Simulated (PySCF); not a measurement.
**HSn(SnH3)3: geometry, NMR shifts and electronic excitations**

Wanted: the NMR shifts and electronic excitations of HSn(SnH3)3, by calculation.

The runs use PySCF 2.14.0, with density-fitted response routines of our own; the level of theory stands in each step. All values are computed, except where a source is named. Atoms count from 0, in the outputs and in this text.

**1. The molecule as given**

14 atoms, charge 0, multiplicity 1; geometry from: GFN2-xTB. The atoms were then displaced at random by about 0.03 Å, so the start is not that level's minimum.

Bonds of the start (Å): Sn0–Sn1 2.64, Sn0–Sn2 2.76, Sn0–Sn3 2.78, Sn0–H4 1.71, Sn1–H5 1.69, Sn1–H6 1.70, Sn1–H7 1.62, Sn2–H8 1.64, Sn2–H9 1.61, Sn2–H10 1.69, Sn3–H11 1.67, Sn3–H12 1.68, Sn3–H13 1.81.

**2. Optimising the geometry at PBE0-D3(BJ)/def2-SVP**

What the job is given:

```
{"job": {"xc": "PBE0", "basis": "def2-SVP", "d3": "d3bj", "grid": 1, "maxiter": 40, "shake": 0.03, "kind": "geom"}, "charge": 0, "multiplicity": 1}
Sn    -0.256670    -0.412810     0.048810
Sn     1.721030    -1.269650     1.581710
Sn     0.067340    -0.350340    -2.687320
Sn    -1.536850     1.850530     1.020390
H     -1.488370    -1.585750     0.183120
H      2.111280    -0.194250     2.821010
H      3.183710    -1.466110     0.731830
H      1.447730    -2.706000     2.281380
H     -0.188360     1.149430    -3.312850
H     -0.825920    -1.463120    -3.427410
H      1.683090    -0.712800    -3.020720
H     -1.134620     2.224550     2.601450
H     -1.468950     3.260230     0.107580
H     -3.333860     1.632270     1.114240
```

Run with:

```
> OMP_NUM_THREADS=1 python probes_run.py task.json out
```

This one command runs all jobs of the session in turn.

The log of the run:

```text
step   0  E = -863.16886530  max force = 0.030342
step   1  E = -863.18382867  max force = 0.009358
step   2  E = -863.18638513  max force = 0.003870
step   3  E = -863.18717642  max force = 0.003132
step   4  E = -863.18739290  max force = 0.001816
step   5  E = -863.18755860  max force = 0.000994
step   6  E = -863.18759566  max force = 0.000723
step   7  E = -863.18760474  max force = 0.000331
optimisation converged
```

Run time: 2.6 min. Hardware: 1 thread of Arm Neoverse V1, shared host; peak memory 0.67 GiB.

Relaxation path:

```
step  energy from step 0 (eV)  largest force component (eV/Å)
   0                   0.0000                          1.5602
   1                  -0.4072                          0.4812
   2                  -0.4767                          0.1990
   3                  -0.4983                          0.1611
   4                  -0.5042                          0.0934
   5                  -0.5087                          0.0511
   6                  -0.5097                          0.0372
   7                  -0.5099                          0.0170
```

Close pairs (by a distance rule), those that changed most:

```
   bond  before (Å)  after (Å)  change (Å)
Sn0–Sn1       2.645      2.789      +0.144
 Sn2–H9       1.607      1.716      +0.108
Sn3–H13       1.813      1.715      -0.098
 Sn1–H7       1.621      1.716      +0.095
 Sn2–H8       1.645      1.716      +0.071
Sn3–H11       1.674      1.716      +0.042
Sn3–H12       1.681      1.716      +0.035
Sn0–Sn2       2.756      2.787      +0.031
```

The end geometry stands in the next job.

```
                         at the end point                value
  point group (found at 0.08 Å tolerance)                   C1
rotational constants (GHz, main isotopes)  0.365, 0.358, 0.193
                        dipole moment (D)                 0.08
```

**3. Nuclear shieldings: PBE0/def2-TZVP+pcSseg-1**

What the job is given:

```
{"job": {"kind": "nmr", "xc": "PBE0", "basis": {"default": "pcSseg-1", "Sn": "def2-TZVP"}}, "charge": 0, "multiplicity": 1}
Sn    -0.520488    -0.558224     0.075770
Sn     1.727334    -1.230765     1.583222
Sn     0.116647    -0.349531    -2.629123
Sn    -1.598168     1.833708     1.012847
H     -1.691708    -1.803439     0.267140
H      2.014359    -0.032312     2.777533
H      3.117162    -1.333772     0.582486
H      1.510800    -2.739967     2.369839
H     -0.239250     1.229887    -3.198630
H     -0.781122    -1.474568    -3.562999
H      1.788135    -0.646963    -2.874924
H     -0.999096     2.183059     2.582563
H     -1.154283     3.122231    -0.029490
H     -3.309742     1.756835     1.086985
```

Method: GIAO PBE0/pcSseg-1 Sn:def2-TZVP NMR shielding, scalar relativity only through core potentials, gas phase.

The log of the run:

```text
coarse grid: 56824 points
cycle   1  E = -856.8563444947  dE = -1.426e+02  |g| = 5.412e+00  |ddm| = 6.204e+01
cycle   2  E = -789.1772390952  dE =  6.768e+01  |g| = 1.165e+01  |ddm| = 7.569e+01
cycle   3  E = -855.1349480683  dE = -6.596e+01  |g| = 5.245e+00  |ddm| = 7.494e+01
cycle   4  E = -862.4224687089  dE = -7.288e+00  |g| = 1.851e+00  |ddm| = 6.289e+00
cycle   5  E = -862.9846284256  dE = -5.622e-01  |g| = 8.958e-01  |ddm| = 3.707e+00
cycle   6  E = -863.1743246513  dE = -1.897e-01  |g| = 3.594e-01  |ddm| = 1.443e+00
cycle   7  E = -863.1992771420  dE = -2.495e-02  |g| = 1.125e-01  |ddm| = 3.677e-01
cycle   8  E = -863.2011435252  dE = -1.866e-03  |g| = 2.481e-02  |ddm| = 1.049e-01
cycle   9  E = -863.2012505906  dE = -1.071e-04  |g| = 1.274e-02  |ddm| = 2.912e-02
cycle  10  E = -863.2012936643  dE = -4.307e-05  |g| = 2.582e-03  |ddm| = 1.911e-02
cycle  11  E = -863.2012946812  dE = -1.017e-06  |g| = 1.153e-03  |ddm| = 4.030e-03
final grid: 109896 points
cycle  12  E = -863.2012036681  dE = -3.741e-07  |g| = 1.452e-03  |ddm| = 3.892e-03
cycle  13  E = -863.2012033812  dE =  2.868e-07  |g| = 1.849e-03  |ddm| = 3.119e-03
cycle  14  E = -863.2012041588  dE = -7.776e-07  |g| = 4.685e-05  |ddm| = 1.746e-03
cycle  15  E = -863.2012041593  dE = -4.463e-10  |g| = 1.700e-05  |ddm| = 8.727e-05
converged SCF energy = -863.2012041593

GIAO shielding tensors (ppm)
atom      isotropic    diamagn.    paramagn.     s11        s22        s33       span
  0 Sn         nan         nan         nan        nan        nan        nan        nan
  1 Sn         nan         nan         nan        nan        nan        nan        nan
  2 Sn         nan         nan         nan        nan        nan        nan        nan
  3 Sn         nan         nan         nan        nan        nan        nan        nan
  4 H       27.003      28.325      -1.322     19.146     19.292     42.571     23.424
  5 H       26.712      28.298      -1.586     17.860     21.527     40.751     22.891
  6 H       26.708      28.254      -1.546     17.909     21.392     40.824     22.915
  7 H       26.562      27.609      -1.047     18.290     19.827     41.568     23.279
  8 H       26.705      28.222      -1.518     17.860     21.492     40.762     22.901
  9 H       26.559      27.587      -1.028     18.265     19.828     41.584     23.319
 10 H       26.704      28.229      -1.524     17.896     21.407     40.810     22.914
 11 H       26.677      28.134      -1.457     17.796     21.341     40.894     23.098
 12 H       26.760      28.392      -1.632     18.171     21.391     40.718     22.547
 13 H       26.577      27.637      -1.060     18.291     19.853     41.588     23.297
```

Wall time 66 s (1 thread of Arm Neoverse V1, shared host); peak memory 1.3 GiB.

The references, computed at this level on geometries of the same kind, shield at (ppm): ¹H TMS 31.27. Their shielding less the atom's gives the shift. The references are single molecules in the gas phase. Atoms listed in one row are averaged.

```
                        atoms                      environment  σ (ppm)  δ (ppm)
H5, H6, H7, H8, H9 and 4 more    hydrogen on a Sn bonded to Sn    26.66     4.60
                           H4  hydrogen on a Sn bonded to 3 Sn    27.00     4.26
```

Atoms past Kr carry core potentials, so their printed shieldings have no meaning and are left out of the table.

Charges from the same density, by scheme (e):

```
        atoms  Mulliken  ESP fit
          Sn0      0.03     0.01
Sn1, Sn2, Sn3      0.10     0.29
```

Mayer bond orders: Sn0–Sn1 0.86, Sn0–Sn2 0.86, Sn0–Sn3 0.86.

With diffuse functions Mulliken charges and Mayer bond orders lose their meaning; the other schemes are steadier.

The fields below are evaluated on a grid from the run's orbitals.

Frontier orbitals at PBE0/def2-TZVP+pcSseg-1, with the share of their density that lies nearest to each atom:

```
orbital  energy (eV)                                                              lies on
   HOMO        -7.32           Sn0 31 %; Sn1, Sn3 about 17 % each; H6, H13 about 6 % each
   LUMO        -1.27  Sn0 21 %; Sn1, Sn2, Sn3 about 10 % each; H7, H9, H13 about 8 % each
```

ELF in a plane through or near 4 of the atoms.

Ten even steps from ' ' (0.00) to '@' (1.00):
```
                                                        
                                                        
                                                        
                            **@@@@%%==                  
              ..::..      --@@@@@@@@%%..                
          ::%%@@@@@@**    ::@@@@@@@@**::..              
          ++@@@@@@@@@@..    ##@@##--::::====--          
          --##@@@@@@**..    ..--::::::**@@@@@@##        
          ::::::::::--::....::------++@@@@@@@@%%..      
        ::====::::::----::..::::::..--@@@@@@@@++        
      ::%%@@@@@@%%==::..........        ....            
      --@@@@@@@@@@==      ..::::..                      
        ==@@@@@@##      ..----::::==##@@%%==            
                      **%%%%--::::++@@@@@@@@::          
                    ==@@@@@@++::::++@@@@@@@@..          
                    --%%@@@@##--::::++%%##::            
                      ::====::..      ..                
                                                        
                                                        
                                                        
```
The map spans 12.5 Å across and 12.6 Å up, centred on the molecule. Atoms in the plane (x, y in Å): H5 (3.1, 1.1), H6 (1.1, 3.1), H8 (-3.2, -0.6), H10 (-2.5, 2.1).

log10 of the density (e/Å³) in the same plane.

Ten even steps from '0' (-4.0) to '9' (0.2):
```
0000000000000000000000000000
0000000000000000000000000000
0000000000000122222100000000
0000001111112345554321000000
0000123333323467776543210000
0001245666543578987654321000
0002356898654568888766532000
0013457898765567889887653100
0023567898765566777898653100
0124567898766666666776542100
0124679987666665554444321000
0024578986555666655433210000
0013456654456677777654310000
0001223333467889888875320000
0000001123568998878765320000
0000000012456777666543210000
0000000001345555544332100000
0000000000122333322110000000
0000000000001111100000000000
0000000000000000000000000000
```
The map spans 12.5 Å across and 12.6 Å up, centred on the molecule. Atoms in the plane (x, y in Å): H5 (3.1, 1.1), H6 (1.1, 3.1), H8 (-3.2, -0.6), H10 (-2.5, 2.1).

On the surface of density 0.002 e/bohr³ the electrostatic potential runs, from the 1st to the 99th percentile, from 0.01 to 1.19 V.

**4. Ultraviolet spectrum: wB97X-D/def2-SVPD**

The job, as its differences from that of step 3:

```diff
@@ -1,2 +1,2 @@
-{"job": {"kind": "nmr", "xc": "PBE0", "basis": {"default": "pcSseg-1", "Sn": "def2-TZVP"}}, "charge": 0, "multiplicity": 1}
+{"job": {"kind": "uv", "xc": "wB97X-D", "basis": "def2-SVPD", "ip": true, "nstates": 10}, "charge": 0, "multiplicity": 1}
 Sn    -0.520488    -0.558224     0.075770
```

With the program's defaults for keys left out, this is: TDDFT wB97X-D/def2-SVPD, vertical, gas phase, core orbitals frozen in the response.

The log of the run:

```text
coarse grid: 56824 points
cycle   1  E = -858.0483040573  dE = -8.995e+01  |g| = 4.671e+00  |ddm| = 2.072e+01
cycle   2  E = -796.4356335121  dE =  6.161e+01  |g| = 8.885e+00  |ddm| = 1.982e+02
cycle   3  E = -858.1823519643  dE = -6.175e+01  |g| = 3.963e+00  |ddm| = 1.977e+02
cycle   4  E = -862.4270455560  dE = -4.245e+00  |g| = 1.840e+00  |ddm| = 1.385e+01
cycle   5  E = -863.2151935679  dE = -7.881e-01  |g| = 7.330e-01  |ddm| = 6.207e+00
cycle   6  E = -863.4449765768  dE = -2.298e-01  |g| = 1.461e-01  |ddm| = 1.471e+00
cycle   7  E = -863.4519919775  dE = -7.015e-03  |g| = 2.949e-02  |ddm| = 3.852e-01
cycle   8  E = -863.4524070984  dE = -4.151e-04  |g| = 8.742e-03  |ddm| = 1.019e-01
cycle   9  E = -863.4524681292  dE = -6.103e-05  |g| = 2.210e-03  |ddm| = 4.758e-02
cycle  10  E = -863.4524728686  dE = -4.739e-06  |g| = 7.429e-04  |ddm| = 1.084e-02
final grid: 109896 points
cycle  11  E = -863.4412024774  dE = -2.231e-05  |g| = 2.012e-03  |ddm| = 1.353e-02
cycle  12  E = -863.4412029462  dE = -4.688e-07  |g| = 1.047e-03  |ddm| = 5.389e-03
cycle  13  E = -863.4412031281  dE = -1.819e-07  |g| = 8.471e-05  |ddm| = 2.181e-03
cycle  14  E = -863.4412031329  dE = -4.761e-09  |g| = 3.847e-05  |ddm| = 2.778e-04
cycle  15  E = -863.4412031339  dE = -1.054e-09  |g| = 9.040e-06  |ddm| = 1.476e-04
cycle  16  E = -863.4412031340  dE = -8.004e-11  |g| = 3.157e-06  |ddm| = 4.135e-05
converged SCF energy = -863.4412031340

Static polarisability (au): isotropic 191.575, principal 152.278 210.626 211.822

Singlet excitations
state   eV       nm        f      main configurations
  1   5.4356    228.1   0.16416   H->L 0.67, H->L+3 0.16
  2   5.4444    227.7   0.14639   H-1->L 0.66, H-1->L+3 0.12
  3   5.5772    222.3   0.00455   H-1->L+1 0.43, H->L+2 0.43
  4   5.8323    212.6   0.19244   H->L+3 0.71, H->L 0.15
  5   5.8642    211.4   0.24930   H-1->L+3 0.70, H-1->L 0.17
  6   6.0069    206.4   0.16614   H->L+1 0.77, H-1->L+2 0.09
  7   6.0523    204.9   0.58676   H->L+2 0.35, H-1->L+1 0.30, H-1->L+2 0.13
  8   6.0671    204.4   0.51391   H-1->L+2 0.54, H-1->L+1 0.09, H-1->L+3 0.09
  9   6.6040    187.7   0.02969   H->L+4 0.63, H-2->L+1 0.20
 10   6.6357    186.8   0.03173   H-1->L+4 0.60, H-2->L+2 0.21

Triplet excitations (Tamm-Dancoff, eV): 4.7414 4.7644 5.2198 5.2594
Vertical ionisation energy (delta-SCF) = 8.8744 eV
```

It took 2.3 min on 1 thread of Arm Neoverse V1, shared host; peak memory 1.3 GiB.

Frontier orbitals and where they lie:

```
orbital      eV                         atoms
 HOMO−3  -10.87  Sn1 16 %, Sn3 15 %, Sn2 13 %
 HOMO−2  -10.17    Sn0 31 %, H4 26 %, Sn1 8 %
 HOMO−1   -8.95  Sn0 32 %, Sn2 28 %, Sn1 10 %
   HOMO   -8.93  Sn0 32 %, Sn3 22 %, Sn1 21 %
   LUMO    0.24  Sn0 20 %, Sn1 16 %, Sn2 16 %
 LUMO+1    0.68  Sn0 26 %, Sn2 16 %, Sn1 16 %
 LUMO+2    0.70  Sn0 26 %, Sn2 19 %, Sn3 15 %
```

With each of the 10 states as a Gaussian band of 0.4 eV half-width at 1/e, the curve within the window shown has maxima at 207 nm (ε 68,000) L/(mol cm). Beyond the last state computed it falls off for lack of states. The curve at chosen wavelengths:

nm, ε (L/mol/cm) and a bar:
```
      179       1746 
      182       3273 #
      185       5994 ##
      188      10747 ####
      191      18331 ########
      194      28870 ############
      197      41294 ##################
      201      56967 #########################
      204      64914 #############################
      207      67918 ##############################
      210      65968 #############################
      213      60235 ###########################
      216      52432 #######################
      219      44142 ###################
      222      36430 ################
      225      29772 #############
      228      24210 ##########
      231      19576 ########
      234      15666 ######
      238      11332 ####
      241       8650 ###
      244       6425 ##
      247       4633 #
      250       3242 #
      253       2202 
      256       1453
```

Leading natural transition orbitals of singlet state 7: the hole lies on Sn0 32 %; Sn1 21 %; Sn2 11 %; the particle on Sn0 17 %; H4, H6 about 11 % each; Sn1 11 %.

Leading natural transition orbitals of singlet state 1: the hole lies on Sn0 33 %; Sn3 23 %; Sn1 12 %; the particle on Sn0 26 %; Sn1, Sn2 about 10 % each; H7, H9, H13 about 7 % each.

Further results of this job:

```
           property  computed
  dipole moment (D)      0.12
polarisability (Å³)     28.39
 HOMO–LUMO gap (eV)      9.17
      −ε(HOMO) (eV)      8.93
```

**5. NMR shieldings: wB97X-D/def2-TZVP+pcSseg-1**

The job, as its differences from that of step 4:

```diff
@@ -1,2 +1,2 @@
-{"job": {"kind": "uv", "xc": "wB97X-D", "basis": "def2-SVPD", "ip": true, "nstates": 10}, "charge": 0, "multiplicity": 1}
+{"job": {"kind": "nmr", "xc": "wB97X-D", "basis": {"default": "pcSseg-1", "Sn": "def2-TZVP"}, "pop": false}, "charge": 0, "multiplicity": 1}
 Sn    -0.520488    -0.558224     0.075770
```

Method: GIAO wB97X-D/pcSseg-1 Sn:def2-TZVP NMR shielding, scalar relativity only through core potentials, gas phase.

The log of the run:

```text
coarse grid: 56824 points
cycle   1  E = -858.7130739678  dE = -1.446e+02  |g| = 4.828e+00  |ddm| = 6.229e+01
cycle   2  E = -853.4459844474  dE =  5.267e+00  |g| = 7.257e+00  |ddm| = 2.632e+01
cycle   3  E = -863.2825651986  dE = -9.837e+00  |g| = 9.279e-01  |ddm| = 2.367e+01
cycle   4  E = -863.4148452290  dE = -1.323e-01  |g| = 5.906e-01  |ddm| = 1.867e+00
cycle   5  E = -863.4790946239  dE = -6.425e-02  |g| = 7.126e-02  |ddm| = 6.353e-01
cycle   6  E = -863.4809136357  dE = -1.819e-03  |g| = 1.629e-02  |ddm| = 1.305e-01
cycle   7  E = -863.4809830611  dE = -6.943e-05  |g| = 5.039e-03  |ddm| = 2.810e-02
cycle   8  E = -863.4809914349  dE = -8.374e-06  |g| = 1.122e-03  |ddm| = 9.519e-03
final grid: 109896 points
cycle   9  E = -863.4701927949  dE = -4.027e-05  |g| = 2.781e-03  |ddm| = 3.260e-02
cycle  10  E = -863.4701934186  dE = -6.237e-07  |g| = 1.929e-03  |ddm| = 4.739e-03
cycle  11  E = -863.4701938823  dE = -4.637e-07  |g| = 1.033e-04  |ddm| = 2.191e-03
cycle  12  E = -863.4701938905  dE = -8.238e-09  |g| = 5.604e-05  |ddm| = 3.242e-04
cycle  13  E = -863.4701938919  dE = -1.368e-09  |g| = 1.824e-05  |ddm| = 1.134e-04
cycle  14  E = -863.4701938921  dE = -2.433e-10  |g| = 5.438e-06  |ddm| = 6.512e-05
converged SCF energy = -863.4701938921

GIAO shielding tensors (ppm)
atom      isotropic    diamagn.    paramagn.     s11        s22        s33       span
  0 Sn         nan         nan         nan        nan        nan        nan        nan
  1 Sn         nan         nan         nan        nan        nan        nan        nan
  2 Sn         nan         nan         nan        nan        nan        nan        nan
  3 Sn         nan         nan         nan        nan        nan        nan        nan
  4 H       27.301      28.664      -1.363     19.455     19.600     42.847     23.392
  5 H       26.945      28.513      -1.568     18.105     21.761     40.969     22.865
  6 H       26.941      28.468      -1.527     18.152     21.629     41.041     22.888
  7 H       26.810      27.796      -0.986     18.564     20.085     41.782     23.218
  8 H       26.939      28.433      -1.494     18.110     21.728     40.980     22.870
  9 H       26.807      27.769      -0.962     18.540     20.085     41.797     23.257
 10 H       26.937      28.437      -1.501     18.139     21.643     41.029     22.890
 11 H       26.914      28.348      -1.433     18.049     21.585     41.109     23.060
 12 H       26.989      28.608      -1.619     18.409     21.621     40.936     22.527
 13 H       26.825      27.823      -0.997     18.567     20.109     41.800     23.232
```

Run time: 69 s. Hardware: 1 thread of Arm Neoverse V1, shared host; peak memory 1.4 GiB.

Key values: δ H5 4.48, H4 4.08 ppm (means over like atoms).

**6. Side by side: NMR shifts**

Shifts (ppm), means over like atoms, with basis size and wall time:

```
                       run    H5    H4  functions  time
   PBE0/def2-TZVP+pcSseg-1  4.60  4.26        250  66 s
wB97X-D/def2-TZVP+pcSseg-1  4.48  4.08        250  69 s
```

**7. Summary of results**

| quantity | value |
| --- | --- |
| point group | C1 |
| rotational constants (main isotopes) | 0.36, 0.36, 0.19 GHz |
| ¹H shifts against TMS (PBE0/def2-TZVP+pcSseg-1, means over atoms taken as alike) | 4.60, 4.26 ppm |
| surface potential, 1st and 99th percentile | 0.01 V and 1.19 V |
| lowest singlet (wB97X-D/def2-SVPD) | 5.44 eV (228 nm), f = 0.164 |
| brightest single state of those computed | state 7, 6.05 eV, f = 0.587 |
| lowest triplet | 4.74 eV |
| vertical ionisation energy (ΔSCF) | 8.87 eV |
| range of the shift of H4 | 4.08 to 4.26 ppm |

In words: The start was shaken at random, so part of the energy gained undoes that. Relaxing lowered the energy by 0.510 eV in 7 steps; the close pair that moved most is Sn0–Sn1, from 2.645 to 2.789 Å. By nearest atom (PBE0/def2-TZVP+pcSseg-1), the HOMO sits on Sn0 31 %; Sn1, Sn3 about 17 % each and the LUMO on Sn0 21 %; Sn1, Sn2, Sn3 about 10 % each. The first singlet state (HOMO→LUMO 0.67, HOMO→LUMO+3 0.16) lies at 5.44 eV and is bright; of the 10 states computed, the strongest absorption comes from states 7 to 8 together at 6.05 eV. The lowest triplet lies 0.69 eV below the lowest singlet (triplets in Tamm-Dancoff, singlets in full TDDFT). Spin-orbit coupling, left out, mixes singlets and triplets in elements this heavy. ΔSCF puts the ionisation energy at 8.87 eV, 0.05 eV below −ε(HOMO). In ppm, H4 moves most: its shift spreads over 0.18 ppm, from 4.08 (wB97X-D/def2-TZVP+pcSseg-1) to 4.26 (PBE0/def2-TZVP+pcSseg-1). Spin-orbit coupling is left out, which matters for shieldings and couplings at and beside the heavy atoms.
